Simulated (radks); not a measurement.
**Zr inside a hard spherical wall**

The task here is to estimate one member of a computed series from the others.

Method: scalar-relativistic Kohn-Sham, PBEsol, spin-polarised, spherical densities, point nucleus; open shells are filled with parallel spins first. Code: radks (a radial shooting solver on a logarithmic mesh, Libxc functionals) version 1.

## The atom as given

- element: zirconium (Z = 40)
- charge: 0
- electrons: 40
- configuration: [Kr] 4d2 5s2

The outer shells:

Zr
```
[Kr] core
4d [↑ ][↑ ][  ][  ][  ]
5s [↑↓]
```

The first run:

Settings of this run:

```text
Z 40
configuration [Kr] 4d2 5s2 5p0 6s0 4f0
relativity scalar-relativistic
functional pbe_sol,pbe_sol
spin polarised
nucleus point
c 137.035999084
```

Steps of the session up to this table: The free atom; Wall at 10 bohr; Wall at 8 bohr; Wall at 6 bohr; Wall at 5 bohr; Wall at 4 bohr; Wall at 3 bohr; Wall at 2.5 bohr.

One table of the session follows, with a row left open; its other results are not shown here.

| R (bohr) | E − E(free) (eV) | ε(4d) (eV) | ε(5p, empty) (eV) | ε(6s, empty) (eV) | ε(4f, empty) (eV) |
| --- | --- | --- | --- | --- | --- |
| free | 0.000 | -4.077 | -1.588 | - | - |
| 10 | 0.036 | -3.995 | -1.406 | 2.143 | 4.300 |
| 8 | 0.294 | -3.659 | -0.819 | 5.237 | 6.455 |
| 6 | 2.365 | -2.213 | 1.780 | 14.939 | 11.368 |
| 5 | ? | ? | ? | ? | ? |
| 4 | 21.797 | 4.213 | 16.323 | 56.084 | 26.028 |
| 3 | 84.099 | 16.796 | 49.135 | 133.25 | 46.973 |
| 2.5 | 190.44 | 33.213 | 92.581 | 226.02 | 69.286 |

Q: Estimate the row for R (bohr) = 5 from the others.

Worked estimate for «E − E(free) (eV)». A straight line through the neighbours (6, 2.365) and (4, 21.797) gives 2.365 + (21.797 − 2.365) × (5 − 6) / (4 − 6) = 12.081; a parabola fitted to 4 rows on both sides gives 7.827.

The run gave: E − E(free) (eV): 6.910; ε(4d) (eV): -0.223; ε(5p, empty) (eV): 5.852; ε(6s, empty) (eV): 27.605; ε(4f, empty) (eV): 16.507. In «E − E(free) (eV)» the line misses by +5.171 and the parabola by +0.917.

In words: Eigenvalues are for spin up. At the tightest wall, 2.5 bohr, the energy stands 190.44 eV above the free atom and the pressure, −dE/dV, is 4612 GPa. Of the levels in the table that exist at both ends, 5p (empty) rises most from the free atom (94.169 eV). From R = 5 bohr inwards the highest occupied level lies above zero, pushed up by confinement. Shells are not refilled when levels cross, and a hard wall is a model, not a crystal.
